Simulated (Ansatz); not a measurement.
Runs of Ansatz 0.2.0 on Zr3MoC. The structure is cubic, space group Pm-3m (No. 221). The conventional cell has a = 4.943 Å, b = 4.943 Å, c = 4.943 Å, α = 90.00°, β = 90.00°, γ = 90.00°. Around Zr (site symmetry 4/mmm) lie 2 Mo at 2.47 Å. Mo (site symmetry m-3m) is surrounded by 6 Zr at 2.47 Å. C (site symmetry m-3m) is surrounded by 12 Zr at 3.49 Å. The cell was built by a generator and needn't be a form met in nature.

```tsv
level	cell	target pressure (GPa)	gap on the mesh (eV)	pressure (GPa)	relaxed volume (Å³/atom)
BLYP	relaxed	-	none	0.0	(a)
PBE	relaxed	-	none	0.0	24.39
PBE	relaxed to 20 GPa	20	none	20.0	-
PBE	relaxed to 10 GPa	10	none	10.0	-
PBE	relaxed to 5 GPa	5	none	5.0	-
PBE	relaxed to 2 GPa	2	none	2.0	-
```

Alike in all rows: task relaxation of cell and atoms; potentials or basis Ansatz PAW; no spin polarisation; k mesh 5 × 5 × 5; cutoff (eV) 420; smearing fermi-dirac 0.05 eV.

Task: Fill in the values left out.

Result: (a) 25.54.

Caveats: the plane-wave basis is chosen anew once the cell has moved, so the energies of steps on either side of that aren't comparable; the PAW data sets come from PBE, with cores solved anew for the run's functional, which leaves a small shift of forces and pressure (some runs); the volume moved by over 15 % at a fixed basis, so the end points are rough (some runs).

A k mesh can miss the band edges, and the runs leave out spin-orbit coupling on Mo, Zr.

A gap of «none» marks a metal or a gap under the smearing width.
